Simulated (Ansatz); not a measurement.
# ClGeH₄In: one species, many methods

An exercise on one series of results from a longer session: the logs are not shown, and one member is left open.

Method: functionals in def2-TZVPP, the program's frozen cores in correlated methods; program: Ansatz 0.2.0, Gaussian basis.

Plan: LDA (SPW92), PBE-D4, revPBE-D4, BLYP-D4, r2SCAN-D4, B97M-V, PBE0-D4, B3LYP-D4, r2SCANh-D4, r2SCAN0-D4, HSE06-D4, BHLYP-D4, CAM-B3LYP-D4, LC-ωPBE, ωB97X-V, ωB97M-V, B2PLYP, PBE-QIDH; CCSD(T)/def2-SVP; CCSD(T)/def2-TZVPP; RPA on PBE.

5 further runs of the same task are left out: 3 that didn't finish, 2 set aside as unsound or not needed.

### Structure used throughout

All runs share one geometry, relaxed beforehand with PBE0-D4 in a triple-zeta def2 set. In takes the def2 core potential; no spin-orbit term is included.

7 atoms, charge 0, spin multiplicity 1.

Atoms are counted from 1 here; the program's logs count them from 0.

Bond lengths: Cl1–In2 2.353 Å, In2–Ge3 2.590 Å, In2–H4 1.715 Å, Ge3–H5 1.537 Å, Ge3–H6 1.537 Å, Ge3–H7 1.538 Å. Angles: Cl1–In2–Ge3 111.2°, Cl1–In2–H4 111.6°, Ge3–In2–H4 137.2°, In2–Ge3–H5 109.3°, In2–Ge3–H6 109.3°, In2–Ge3–H7 112.0°, H5–Ge3–H6 108.7°, H5–Ge3–H7 108.7°, H6–Ge3–H7 108.7°.

Coordinates:

```csv
atom,x (Å),y (Å),z (Å)
Cl1,-2.6598,-1.4682,-0.1554
In2,-0.3285,-1.3679,0.1455
Ge3,0.5412,1.0616,-0.0741
H4,0.3349,-2.9199,0.4500
H5,0.1944,1.6014,-1.4704
H6,-0.1456,1.9449,0.9793
H7,2.0634,1.1481,0.1250
```

The first run:

Contents of in.yaml:

```yaml
crystal:
  periodic: [false, false, false]
  atoms:
    - {symbol: Cl, position_ang: [-2.659837, -1.468160, -0.155365]}
    - {symbol: In, position_ang: [-0.328549, -1.367883, 0.145500]}
    - {symbol: Ge, position_ang: [0.541165, 1.061607, -0.074064]}
    - {symbol: H, position_ang: [0.334925, -2.919947, 0.450032]}
    - {symbol: H, position_ang: [0.194440, 1.601411, -1.470393]}
    - {symbol: H, position_ang: [-0.145567, 1.944901, 0.979298]}
    - {symbol: H, position_ang: [2.063423, 1.148069, 0.124982]}
basis:
  gaussian: {orbitals: def2-TZVPP}
hamiltonian: {xc: lda}
output: {orbitals: {seedname: orbitals}}
```

Among the steps run: LDA; PBE-D4 (GGA); revPBE-D4 (GGA); BLYP-D4 (GGA); r2SCAN-D4 (meta-GGA); B97M-V (meta-GGA); PBE0-D4 (hybrid); B3LYP-D4 (hybrid); r2SCANh-D4 (hybrid); r2SCAN0-D4 (hybrid); HSE06-D4 (hybrid); BHLYP-D4 (hybrid); CAM-B3LYP-D4 (range-separated); LC-ωPBE (range-separated); ωB97X-V (range-separated); ωB97M-V (range-separated); B2PLYP (double hybrid); PBE-QIDH (double hybrid).

One of the session's tables, all rows but one given; the rest of the session is left out.

It belongs to the step «Frontier levels by functional». 

```
  functional  HOMO (eV)  LUMO (eV)  gap (eV)
 LDA (SPW92)      -6.68      -3.07      3.62
      PBE-D4      -6.56      -2.82      3.74
   revPBE-D4      -6.51      -2.70      3.80
     BLYP-D4      -6.41      -2.77      3.64
   r2SCAN-D4      -6.85      -2.63      4.21
      B97M-V      -6.92      -2.87      4.05
     PBE0-D4      -7.68      -2.13      5.55
    B3LYP-D4      -7.47      -2.38      5.08
  r2SCANh-D4      -7.26      -2.39      4.87
  r2SCAN0-D4      -7.86      -2.03      5.84
    HSE06-D4      -7.29      -2.49      4.80
    BHLYP-D4      -8.64      -1.48      7.17
CAM-B3LYP-D4      -8.90      -1.29      7.61
     LC-ωPBE     -10.19      -0.19     10.00
     ωB97X-V      -9.86      -0.33      9.53
     ωB97M-V          ?          ?         ?
```

**Question.** Estimate the row for ωB97M-V.

The run gave: HOMO (eV): -9.70; LUMO (eV): -0.56; gap (eV): 9.13. In the column «HOMO (eV)» it lies between ωB97X-V (-9.86) and CAM-B3LYP-D4 (-8.90).
